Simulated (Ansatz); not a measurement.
AlFe:

```
Fe Al
1.0
     2.91000    0.00000    0.00000
     0.00000    2.91000    0.00000
     0.00000    0.00000    2.91000
Fe Al
1 1
Direct
  0.50000 0.50000 0.50000
  0.00000 0.00000 0.00000
```

```yaml
Program: Ansatz 0.2.0
Task: relaxation of cell and atoms
Functional: PBE
Dispersion: D4
Potentials_or_basis: Ansatz PAW
Cutoff: "420 eV (not typed: the program's choice for these potentials)"
k_mesh: 9 × 9 × 9
Occupations: fermi-dirac, width 0.05 eV
Spin: collinear spin, ferromagnetic start
Starting_moments: "[3.0, 0.0] μB"
```

At the start: volume 12.32 Å³/atom.

Problem. How do energy, volume and symmetry change on relaxing?

Solution. It ends after 5 steps and the volume is 11.53 Å³/atom (-6.4 %); space group Pm-3m (No. 221, to 0.05 Å); moment 0.61 μB per cell.

The path:
| step | energy change (eV) | largest force (eV/Å) | volume (Å³) |
| --- | --- | --- | --- |
| 1 | 0.0000 | 0.0000 | 24.64 |
| 2 | -0.0522 | 0.0000 | 23.54 |
| 3 | -0.0582 | 0.0000 | 23.00 |
| 4 | -0.0583 | 0.0000 | 23.05 |
| 5 | -0.0577 | 0.0000 | 23.05 |

Final structure:
```
CELL_PARAMETERS angstrom
2.84607 0.00000 0.00000
0.00000 2.84607 0.00000
0.00000 0.00000 2.84607
ATOMIC_POSITIONS crystal
Fe 0.50000 0.50000 0.50000
Al 0.00000 0.00000 0.00000
```

Caveat: the plane-wave basis is chosen anew once the cell has moved, so the energies of steps on either side of that aren't comparable.
